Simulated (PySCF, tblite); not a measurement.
# C₅H₄FOS−: a rotation path, then NMR shifts on frames

How do NMR shifts of C₅H₄FOS− (`[O-]c1sccc1CF`) change as the atoms move?

The runs use tblite 0.8.0 and PySCF 2.14.0, with density-fitted response routines of our own; the level of theory stands in each step. All values are computed, except where a source is named. Atoms count from 0, in the outputs and in this text.

## Step 1: Starting geometry

12 atoms, charge -1, multiplicity 1; geometry from: GFN2-xTB.

Bonds of the start (Å): O0–C1 1.23, C1–S2 1.85, S2–C3 1.74, C3–C4 1.35, C4–C5 1.42, C5–C6 1.48, C6–F7 1.41, C5–C1 1.39, C3–H8 1.07, C4–H9 1.08, C6–H10 1.09, C6–H11 1.10.

## Step 2: The rotation path with GFN2-xTB

Job settings and geometry (Å):

```
{"job": {"kind": "neb", "xc": "GFN2-xTB", "basis": "xTB", "atoms": [1, 5, 6, 7], "turn": 120}, "charge": -1, "multiplicity": 1}
O     -0.813078     2.382643    -0.006490
C     -0.038646     1.429537     0.005587
S      1.790028     1.691967     0.007781
C      2.082245    -0.028039    -0.012945
C      0.931856    -0.733711    -0.031524
C     -0.243818     0.053984    -0.021058
C     -1.616215    -0.495879    -0.051849
F     -1.990387    -1.151950     1.143675
H      3.095870    -0.381712    -0.009342
H      0.900367    -1.813883    -0.044927
H     -2.343115     0.311418    -0.179187
H     -1.753907    -1.265060    -0.825749
```

Method: GFN2-xTB climbing-image nudged elastic band, gas phase.

The run is started by

```sh
> OMP_NUM_THREADS=1 python probes_run.py task.json out
```

This one command runs all jobs of the session in turn.

Log:

```text
image   E - E0 / eV
  0       0.0000
  1       0.0410
  2       0.1404
  3       0.2419
  4       0.2875
  5       0.2455
  6       0.1438
  7       0.0420
  8       0.0000
```

It took 3.6 s on 1 thread of Arm Neoverse V1, shared host; peak memory 0.18 GiB.

The final band, with the dihedral C1–C5–C6–F7:

| image | dihedral (°) | energy (eV) | energy (kcal/mol) |
| --- | --- | --- | --- |
| 0 | -111 | 0.000 | 0.0 |
| 1 | -83 | 0.041 | 0.9 |
| 2 | -57 | 0.140 | 3.2 |
| 3 | -30 | 0.242 | 5.6 |
| 4 | 0 | 0.288 | 6.6 |
| 5 | 30 | 0.245 | 5.7 |
| 6 | 57 | 0.144 | 3.3 |
| 7 | 84 | 0.042 | 1.0 |
| 8 | 111 | 0.000 | 0.0 |

## Step 3: Shielding tensors: image 0, PBE0/pcSseg-1

Job settings and geometry (Å):

```
{"job": {"kind": "nmr", "xc": "PBE0", "basis": "pcSseg-1", "pop": false}, "charge": -1, "multiplicity": 1}
O     -0.813100     2.382600    -0.006500
C     -0.038600     1.429500     0.005600
S      1.790000     1.692000     0.007800
C      2.082200    -0.028000    -0.012900
C      0.931900    -0.733700    -0.031500
C     -0.243800     0.054000    -0.021100
C     -1.616200    -0.495900    -0.051800
F     -1.990400    -1.152000     1.143700
H      3.095900    -0.381700    -0.009300
H      0.900400    -1.813900    -0.044900
H     -2.343100     0.311400    -0.179200
H     -1.753900    -1.265100    -0.825700
```

Level: GIAO PBE0/pcSseg-1 NMR shielding, non-relativistic, gas phase.

Log:

```text
coarse grid: 11712 points
cycle   1  E = -765.4012120977  dE =  1.374e+00  |g| = 9.305e-01  |ddm| = 3.538e+00
cycle   2  E = -764.8361512394  dE =  5.651e-01  |g| = 1.890e+00  |ddm| = 3.869e+00
cycle   3  E = -765.5463035652  dE = -7.102e-01  |g| = 3.430e-01  |ddm| = 3.247e+00
cycle   4  E = -765.5715619460  dE = -2.526e-02  |g| = 1.032e-01  |ddm| = 4.936e-01
cycle   5  E = -765.5733667004  dE = -1.805e-03  |g| = 4.024e-02  |ddm| = 1.376e-01
cycle   6  E = -765.5737563506  dE = -3.897e-04  |g| = 1.191e-02  |ddm| = 6.285e-02
cycle   7  E = -765.5737923991  dE = -3.605e-05  |g| = 4.671e-03  |ddm| = 1.900e-02
cycle   8  E = -765.5737971992  dE = -4.800e-06  |g| = 1.175e-03  |ddm| = 5.681e-03
final grid: 112088 points
cycle   9  E = -765.6408511956  dE = -2.292e-05  |g| = 1.132e-02  |ddm| = 3.711e-02
cycle  10  E = -765.6407910940  dE =  6.010e-05  |g| = 2.062e-02  |ddm| = 3.346e-02
cycle  11  E = -765.6408760988  dE = -8.500e-05  |g| = 2.511e-03  |ddm| = 2.458e-02
cycle  12  E = -765.6408774526  dE = -1.354e-06  |g| = 3.887e-04  |ddm| = 3.259e-03
cycle  13  E = -765.6408774809  dE = -2.826e-08  |g| = 1.713e-04  |ddm| = 6.921e-04
cycle  14  E = -765.6408774870  dE = -6.112e-09  |g| = 6.407e-05  |ddm| = 2.260e-04
cycle  15  E = -765.6408774880  dE = -9.970e-10  |g| = 2.025e-05  |ddm| = 8.212e-05
converged SCF energy = -765.6408774880

GIAO shielding tensors (ppm)
atom      isotropic    diamagn.    paramagn.     s11        s22        s33       span
  0 O        3.591     400.543    -396.952   -246.416    -45.378    302.568    548.983
  1 C        0.350     245.178    -244.828    -60.561     29.453     32.157     92.718
  2 S      334.298    1055.959    -721.661    122.471    434.111    446.310    323.839
  3 C       91.236     258.051    -166.814      6.850    122.333    144.526    137.676
  4 C       57.807     247.563    -189.756    -32.848     60.916    145.352    178.200
  5 C       90.994     260.563    -169.570     49.965     76.915    146.101     96.136
  6 C      102.569     236.624    -134.055     58.730     87.743    161.232    102.502
  7 F      376.699     474.979     -98.279    311.351    375.021    443.726    132.375
  8 H       27.068      31.880      -4.812     23.975     26.481     30.748      6.773
  9 H       25.413      31.774      -6.361     23.512     25.039     27.688      4.176
 10 H       26.104      28.500      -2.396     21.738     26.983     29.590      7.852
 11 H       26.585      28.420      -1.834     21.818     27.910     30.028      8.209
```

Run time: 16 s. Hardware: 1 thread of Arm Neoverse V1, shared host; peak memory 0.74 GiB.

The references, computed at this level on geometries of the same kind, shield at (ppm): 1H TMS 31.72, 13C TMS 186.9, 19F CFCl3 170.9, 17O H2O 336.1, 33S CS2 504. Their shielding less the atom's gives the shift. The references are single molecules in the gas phase, so shifts against H2O, NH3, PH3, H3PO4 or CFCl3 are not on the usual liquid scales and can be off by tens of ppm. Each atom is listed at this fixed geometry, with no averaging over motion; a spectrum would average atoms that exchange fast.

| atoms | environment | σ (ppm) | δ (ppm) |
| --- | --- | --- | --- |
| C1 | substituted aromatic carbon next to the ring sulfur | 0.3 | 186.6 |
| C4 | aromatic CH | 57.8 | 129.1 |
| C5 | substituted aromatic carbon | 91.0 | 95.9 |
| C3 | aromatic CH next to the ring sulfur | 91.2 | 95.7 |
| C6 | sp3 CH2 bonded to F, on an aromatic ring | 102.6 | 84.4 |
| H9 | hydrogen on an aromatic CH | 25.41 | 6.30 |
| H10 | hydrogen on an sp3 CH2 bonded to F, on an aromatic ring | 26.10 | 5.61 |
| H11 | hydrogen on an sp3 CH2 bonded to F, on an aromatic ring | 26.59 | 5.13 |
| H8 | hydrogen on an aromatic CH next to the ring sulfur | 27.07 | 4.65 |
| O0 | oxygen bonded to C | 3.6 | 332.5 |
| S2 | aromatic ring sulfur | 334 | 169 |
| F7 | fluorine on an sp3 carbon | 376.7 | -205.8 |

Ring of atoms C1, S2, C3, C4, C5: NICS(0) -9.1, NICS(1) -6.9, NICS(1)zz -13.0 ppm (means of both faces).

## Step 4: Shielding tensors: image 2, PBE0/pcSseg-1

Job settings and geometry (Å):

```
{"job": {"kind": "nmr", "xc": "PBE0", "basis": "pcSseg-1", "pop": false}, "charge": -1, "multiplicity": 1}
O     -0.792500     2.357500     0.422400
C     -0.038800     1.410700     0.239500
S      1.803400     1.673800     0.224400
C      2.084200    -0.013100    -0.109600
C      0.931400    -0.713600    -0.172100
C     -0.242900     0.053000     0.016700
C     -1.604200    -0.540800    -0.060200
F     -2.384800    -0.322800     1.079100
H      3.090900    -0.357500    -0.250600
H      0.901200    -1.775500    -0.379000
H     -2.207900    -0.139100    -0.888200
H     -1.538700    -1.633300    -0.148500
```

With the program's defaults for keys left out, this is: GIAO PBE0/pcSseg-1 NMR shielding, non-relativistic, gas phase.

Log:

```text
coarse grid: 11712 points
cycle   1  E = -765.3911244620  dE =  1.387e+00  |g| = 9.314e-01  |ddm| = 3.560e+00
cycle   2  E = -764.7683093461  dE =  6.228e-01  |g| = 1.950e+00  |ddm| = 4.084e+00
cycle   3  E = -765.5379807859  dE = -7.697e-01  |g| = 3.490e-01  |ddm| = 3.446e+00
cycle   4  E = -765.5643932981  dE = -2.641e-02  |g| = 1.086e-01  |ddm| = 5.085e-01
cycle   5  E = -765.5663831670  dE = -1.990e-03  |g| = 4.356e-02  |ddm| = 1.427e-01
cycle   6  E = -765.5668273673  dE = -4.442e-04  |g| = 1.426e-02  |ddm| = 6.740e-02
cycle   7  E = -765.5668804180  dE = -5.305e-05  |g| = 5.171e-03  |ddm| = 2.225e-02
cycle   8  E = -765.5668863341  dE = -5.916e-06  |g| = 1.167e-03  |ddm| = 6.757e-03
final grid: 112088 points
cycle   9  E = -765.6345263856  dE = -2.127e-05  |g| = 1.193e-02  |ddm| = 3.645e-02
cycle  10  E = -765.6344540237  dE =  7.236e-05  |g| = 2.237e-02  |ddm| = 3.703e-02
cycle  11  E = -765.6345538320  dE = -9.981e-05  |g| = 2.553e-03  |ddm| = 2.748e-02
cycle  12  E = -765.6345552717  dE = -1.440e-06  |g| = 4.109e-04  |ddm| = 3.437e-03
cycle  13  E = -765.6345553056  dE = -3.389e-08  |g| = 2.002e-04  |ddm| = 8.116e-04
cycle  14  E = -765.6345553150  dE = -9.434e-09  |g| = 6.269e-05  |ddm| = 2.591e-04
cycle  15  E = -765.6345553160  dE = -9.529e-10  |g| = 1.984e-05  |ddm| = 8.231e-05
converged SCF energy = -765.6345553160

GIAO shielding tensors (ppm)
atom      isotropic    diamagn.    paramagn.     s11        s22        s33       span
  0 O      -24.544     399.599    -424.143   -298.199    -65.542    290.108    588.307
  1 C        0.529     243.640    -243.111    -62.537     30.129     33.995     96.532
  2 S      317.728    1056.075    -738.348     89.225    424.479    439.480    350.256
  3 C       93.342     257.905    -164.562     11.476    123.686    144.865    133.389
  4 C       58.453     248.382    -189.929    -30.489     70.397    135.451    165.941
  5 C       93.491     261.915    -168.424     56.660     79.273    144.540     87.879
  6 C       99.779     235.945    -136.167     57.259     88.311    153.766     96.507
  7 F      392.703     472.337     -79.634    333.805    397.739    446.564    112.759
  8 H       27.319      31.965      -4.645     24.282     26.572     31.105      6.823
  9 H       25.954      32.133      -6.179     24.484     25.420     27.958      3.474
 10 H       25.817      27.593      -1.776     21.198     27.274     28.977      7.779
 11 H       26.841      28.924      -2.083     21.621     28.196     30.707      9.085
```

Wall time 16 s (1 thread of Arm Neoverse V1, shared host); peak memory 0.78 GiB.

This run: δ C1 186.4, C4 128.5, C3 93.6, C5 93.4, H10 5.90, H9 5.76 ppm.

## Step 5: Shielding tensors: image 4, PBE0/pcSseg-1

Job settings and geometry (Å):

```
{"job": {"kind": "nmr", "xc": "PBE0", "basis": "pcSseg-1", "pop": false}, "charge": -1, "multiplicity": 1}
O     -0.729100     2.291600     0.871000
C     -0.020600     1.378200     0.471700
S      1.832400     1.637400     0.358100
C      2.069900     0.015100    -0.225500
C      0.902400    -0.656400    -0.329100
C     -0.247600     0.080200     0.044000
C     -1.594600    -0.580200    -0.025100
F     -2.650400     0.202900     0.379900
H      3.062100    -0.317900    -0.463800
H      0.841900    -1.682800    -0.668100
H     -1.838400    -0.890900    -1.056900
H     -1.626700    -1.478000     0.617700
```

Level: GIAO PBE0/pcSseg-1 NMR shielding, non-relativistic, gas phase.

Log:

```text
coarse grid: 11712 points
cycle   1  E = -765.3776861720  dE =  1.409e+00  |g| = 9.341e-01  |ddm| = 3.572e+00
cycle   2  E = -764.6889000097  dE =  6.888e-01  |g| = 2.017e+00  |ddm| = 4.367e+00
cycle   3  E = -765.5269393268  dE = -8.380e-01  |g| = 3.507e-01  |ddm| = 3.688e+00
cycle   4  E = -765.5538984642  dE = -2.696e-02  |g| = 1.178e-01  |ddm| = 5.292e-01
cycle   5  E = -765.5562850579  dE = -2.387e-03  |g| = 4.916e-02  |ddm| = 1.561e-01
cycle   6  E = -765.5568518003  dE = -5.667e-04  |g| = 1.558e-02  |ddm| = 7.417e-02
cycle   7  E = -765.5569158120  dE = -6.401e-05  |g| = 5.455e-03  |ddm| = 2.466e-02
cycle   8  E = -765.5569223407  dE = -6.529e-06  |g| = 1.168e-03  |ddm| = 7.255e-03
final grid: 112088 points
cycle   9  E = -765.6240264349  dE = -1.647e-05  |g| = 1.191e-02  |ddm| = 3.109e-02
cycle  10  E = -765.6239523456  dE =  7.409e-05  |g| = 2.252e-02  |ddm| = 3.785e-02
cycle  11  E = -765.6240535405  dE = -1.012e-04  |g| = 2.517e-03  |ddm| = 2.832e-02
cycle  12  E = -765.6240549796  dE = -1.439e-06  |g| = 3.954e-04  |ddm| = 3.473e-03
cycle  13  E = -765.6240550109  dE = -3.130e-08  |g| = 2.075e-04  |ddm| = 7.986e-04
cycle  14  E = -765.6240550216  dE = -1.064e-08  |g| = 6.019e-05  |ddm| = 2.705e-04
cycle  15  E = -765.6240550225  dE = -8.938e-10  |g| = 1.805e-05  |ddm| = 8.271e-05
converged SCF energy = -765.6240550225

GIAO shielding tensors (ppm)
atom      isotropic    diamagn.    paramagn.     s11        s22        s33       span
  0 O       -2.451     399.065    -401.517   -256.712    -28.773    278.132    534.844
  1 C        6.285     242.121    -235.836    -55.924     26.659     48.119    104.043
  2 S      316.252    1056.068    -739.817     92.752    425.197    430.806    338.053
  3 C       90.683     257.444    -166.760      5.178    121.839    145.033    139.855
  4 C       64.971     249.133    -184.162    -23.286     69.877    148.322    171.608
  5 C      100.430     263.227    -162.797     67.156     94.499    139.635     72.479
  6 C       95.836     235.354    -139.518     55.609     81.050    150.850     95.241
  7 F      443.057     469.036     -25.979    406.429    456.437    466.306     59.878
  8 H       27.143      31.886      -4.743     24.374     26.375     30.680      6.306
  9 H       26.281      32.090      -5.809     24.886     25.623     28.334      3.448
 10 H       25.713      27.622      -1.909     20.537     27.704     28.897      8.360
 11 H       25.726      27.654      -1.929     20.520     27.756     28.901      8.381
```

Wall time 16 s (1 thread of Arm Neoverse V1, shared host); peak memory 0.78 GiB.

Key values: δ C1 180.6, C4 122.0, C3 96.2, C6 91.1, H10 6.00, H11 5.99 ppm.

## Step 6: NMR shieldings: image 6, PBE0/pcSseg-1

Job settings and geometry (Å):

```
{"job": {"kind": "nmr", "xc": "PBE0", "basis": "pcSseg-1", "pop": false}, "charge": -1, "multiplicity": 1}
O     -0.693600     2.067600     1.269000
C      0.012200     1.263000     0.675300
S      1.836200     1.580400     0.486700
C      2.058600     0.061900    -0.338200
C      0.893800    -0.603900    -0.491000
C     -0.240200     0.046600     0.050300
C     -1.594300    -0.569100     0.029200
F     -2.585900     0.236900    -0.536200
H      3.044100    -0.220500    -0.655700
H      0.831200    -1.575200    -0.964100
H     -1.590200    -1.478000    -0.586100
H     -1.970700    -0.810500     1.034600
```

With the program's defaults for keys left out, this is: GIAO PBE0/pcSseg-1 NMR shielding, non-relativistic, gas phase.

Log:

```text
coarse grid: 11712 points
cycle   1  E = -765.3912407696  dE =  1.389e+00  |g| = 9.309e-01  |ddm| = 3.560e+00
cycle   2  E = -764.7662691169  dE =  6.250e-01  |g| = 1.951e+00  |ddm| = 4.088e+00
cycle   3  E = -765.5379280118  dE = -7.717e-01  |g| = 3.492e-01  |ddm| = 3.453e+00
cycle   4  E = -765.5643729613  dE = -2.644e-02  |g| = 1.089e-01  |ddm| = 5.091e-01
cycle   5  E = -765.5663753800  dE = -2.002e-03  |g| = 4.370e-02  |ddm| = 1.432e-01
cycle   6  E = -765.5668227368  dE = -4.474e-04  |g| = 1.431e-02  |ddm| = 6.769e-02
cycle   7  E = -765.5668761947  dE = -5.346e-05  |g| = 5.180e-03  |ddm| = 2.235e-02
cycle   8  E = -765.5668821337  dE = -5.939e-06  |g| = 1.172e-03  |ddm| = 6.784e-03
final grid: 112088 points
cycle   9  E = -765.6343228096  dE = -1.758e-05  |g| = 1.206e-02  |ddm| = 3.079e-02
cycle  10  E = -765.6342487785  dE =  7.403e-05  |g| = 2.260e-02  |ddm| = 3.725e-02
cycle  11  E = -765.6343509556  dE = -1.022e-04  |g| = 2.551e-03  |ddm| = 2.773e-02
cycle  12  E = -765.6343523897  dE = -1.434e-06  |g| = 4.079e-04  |ddm| = 3.422e-03
cycle  13  E = -765.6343524232  dE = -3.350e-08  |g| = 2.011e-04  |ddm| = 8.062e-04
cycle  14  E = -765.6343524328  dE = -9.657e-09  |g| = 6.067e-05  |ddm| = 2.564e-04
cycle  15  E = -765.6343524337  dE = -8.929e-10  |g| = 1.924e-05  |ddm| = 8.222e-05
converged SCF energy = -765.6343524337

GIAO shielding tensors (ppm)
atom      isotropic    diamagn.    paramagn.     s11        s22        s33       span
  0 O      -24.172     399.595    -423.767   -297.287    -65.092    289.862    587.150
  1 C        0.641     243.645    -243.005    -62.511     30.683     33.750     96.261
  2 S      317.691    1056.071    -738.380     89.833    424.743    438.496    348.664
  3 C       93.387     257.903    -164.516     11.496    123.606    145.060    133.564
  4 C       58.683     248.488    -189.804    -30.189     70.550    135.688    165.877
  5 C       93.619     261.725    -168.106     56.983     79.325    144.550     87.568
  6 C       99.820     236.122    -136.302     57.190     88.244    154.026     96.836
  7 F      394.294     472.121     -77.827    337.169    398.366    447.346    110.177
  8 H       27.321      31.968      -4.647     24.282     26.573     31.108      6.826
  9 H       25.971      32.149      -6.178     24.491     25.440     27.982      3.491
 10 H       26.845      28.966      -2.122     21.575     28.222     30.737      9.162
 11 H       25.818      27.615      -1.796     21.156     27.343     28.955      7.799
```

Run time: 16 s. Hardware: 1 thread of Arm Neoverse V1, shared host; peak memory 0.78 GiB.

Key values: δ C1 186.3, C4 128.2, C3 93.5, C5 93.3, H11 5.90, H9 5.75 ppm.

## Step 7: Nuclear shieldings: image 8, PBE0/pcSseg-1

Job settings and geometry (Å):

```
{"job": {"kind": "nmr", "xc": "PBE0", "basis": "pcSseg-1", "pop": false}, "charge": -1, "multiplicity": 1}
O     -0.625200     1.821700     1.618700
C      0.061600     1.130400     0.871200
S      1.865800     1.465200     0.659000
C      2.034600     0.113800    -0.431600
C      0.865000    -0.534600    -0.614100
C     -0.230200     0.013200     0.095500
C     -1.604800    -0.531700     0.059600
F     -2.253500    -0.347500    -1.182500
H      2.998900    -0.093800    -0.855000
H      0.762000    -1.398800    -1.254800
H     -1.640400    -1.619900     0.214000
H     -2.232600    -0.018700     0.793900
```

Level: GIAO PBE0/pcSseg-1 NMR shielding, non-relativistic, gas phase.

Log:

```text
coarse grid: 11712 points
cycle   1  E = -765.4012640940  dE =  1.374e+00  |g| = 9.299e-01  |ddm| = 3.539e+00
cycle   2  E = -764.8384607940  dE =  5.628e-01  |g| = 1.887e+00  |ddm| = 3.870e+00
cycle   3  E = -765.5461986990  dE = -7.077e-01  |g| = 3.428e-01  |ddm| = 3.246e+00
cycle   4  E = -765.5714253399  dE = -2.523e-02  |g| = 1.030e-01  |ddm| = 4.933e-01
cycle   5  E = -765.5732212285  dE = -1.796e-03  |g| = 4.016e-02  |ddm| = 1.377e-01
cycle   6  E = -765.5736098415  dE = -3.886e-04  |g| = 1.187e-02  |ddm| = 6.281e-02
cycle   7  E = -765.5736456565  dE = -3.582e-05  |g| = 4.655e-03  |ddm| = 1.896e-02
cycle   8  E = -765.5736504195  dE = -4.763e-06  |g| = 1.174e-03  |ddm| = 5.666e-03
final grid: 112088 points
cycle   9  E = -765.6408467319  dE = -1.693e-05  |g| = 1.202e-02  |ddm| = 3.257e-02
cycle  10  E = -765.6407739752  dE =  7.276e-05  |g| = 2.243e-02  |ddm| = 3.642e-02
cycle  11  E = -765.6408748586  dE = -1.009e-04  |g| = 2.510e-03  |ddm| = 2.694e-02
cycle  12  E = -765.6408762211  dE = -1.362e-06  |g| = 3.849e-04  |ddm| = 3.229e-03
cycle  13  E = -765.6408762493  dE = -2.824e-08  |g| = 1.737e-04  |ddm| = 6.917e-04
cycle  14  E = -765.6408762559  dE = -6.567e-09  |g| = 5.935e-05  |ddm| = 2.200e-04
cycle  15  E = -765.6408762567  dE = -8.522e-10  |g| = 1.936e-05  |ddm| = 7.924e-05
converged SCF energy = -765.6408762567

GIAO shielding tensors (ppm)
atom      isotropic    diamagn.    paramagn.     s11        s22        s33       span
  0 O        3.846     400.549    -396.703   -246.013    -45.161    302.714    548.727
  1 C        0.377     245.189    -244.811    -60.508     29.416     32.224     92.732
  2 S      334.356    1055.958    -721.603    122.770    433.966    446.332    323.562
  3 C       91.236     258.060    -166.824      6.806    122.370    144.532    137.726
  4 C       57.827     247.556    -189.729    -32.882     60.946    145.417    178.299
  5 C       90.955     260.580    -169.624     49.900     76.907    146.059     96.159
  6 C      102.640     236.612    -133.972     58.871     87.794    161.253    102.382
  7 F      376.997     474.966     -97.969    311.927    375.224    443.840    131.912
  8 H       27.070      31.890      -4.819     23.980     26.484     30.747      6.767
  9 H       25.413      31.773      -6.360     23.511     25.033     27.694      4.183
 10 H       26.588      28.421      -1.833     21.822     27.903     30.039      8.216
 11 H       26.101      28.502      -2.401     21.734     26.977     29.593      7.858
```

Wall time 16 s (1 thread of Arm Neoverse V1, shared host); peak memory 0.78 GiB.

This run: δ C1 186.5, C4 129.1, C5 96.0, C3 95.7, H9 6.30, H11 5.62 ppm.

## Step 8: Side by side: NMR shifts

Shifts (ppm) of some atoms, chosen among heavy atoms and hydrogens apart, with basis size and wall time:

| frame | C4 | C5 | H10 | H11 | O0 | S2 | F7 | functions | time |
| --- | --- | --- | --- | --- | --- | --- | --- | --- | --- |
| image 0 | 129.1 | 95.9 | 5.61 | 5.13 | 332.5 | 169 | -205.8 | 163 | 16 s |
| image 2 | 128.5 | 93.4 | 5.90 | 4.88 | 360.6 | 186 | -221.8 | 163 | 16 s |
| image 4 | 122.0 | 86.5 | 6.00 | 5.99 | 338.5 | 187 | -272.1 | 163 | 16 s |
| image 6 | 128.2 | 93.3 | 4.87 | 5.90 | 360.3 | 186 | -223.3 | 163 | 16 s |
| image 8 | 129.1 | 96.0 | 5.13 | 5.62 | 332.2 | 169 | -206.1 | 163 | 16 s |

## Step 9: Outcome

| quantity | value |
| --- | --- |
| barrier | 0.288 eV (6.6 kcal/mol) at image 4 |
| end to end (GFN2-xTB) | 0.000 eV |
| 13C shifts against TMS (PBE0/pcSseg-1, image 0) | 186.6, 129.1, 95.9, 95.7, 84.4 ppm |
| 1H shifts against TMS (PBE0/pcSseg-1, image 0) | 6.30, 5.61, 5.13, 4.65 ppm |
| 17O shifts against H2O (PBE0/pcSseg-1, image 0) | 332.5 ppm |
| 33S shifts against CS2 (PBE0/pcSseg-1, image 0) | 169 ppm |
| 19F shifts against CFCl3 (PBE0/pcSseg-1, image 0) | -205.8 ppm |
| range of the shift of F7 | -272.1 to -205.8 ppm |

In words: Along the band the dihedral turns by 221°, and the top (dihedral 0°) lies 6.6 kcal/mol above the start (GFN2-xTB, rough), so at room temperature this motion is fast. The top was not checked by a frequency run. Shifts at one fixed geometry are not the observed spectrum, which averages over the motion. In the first frame run (image 0): The widest tensor belongs to O0: span 549 ppm, with a paramagnetic part of -397 ppm. Across the 5 runs the shift of F7 moves most, between -272.1 (image 4) and -205.8 ppm (image 0).
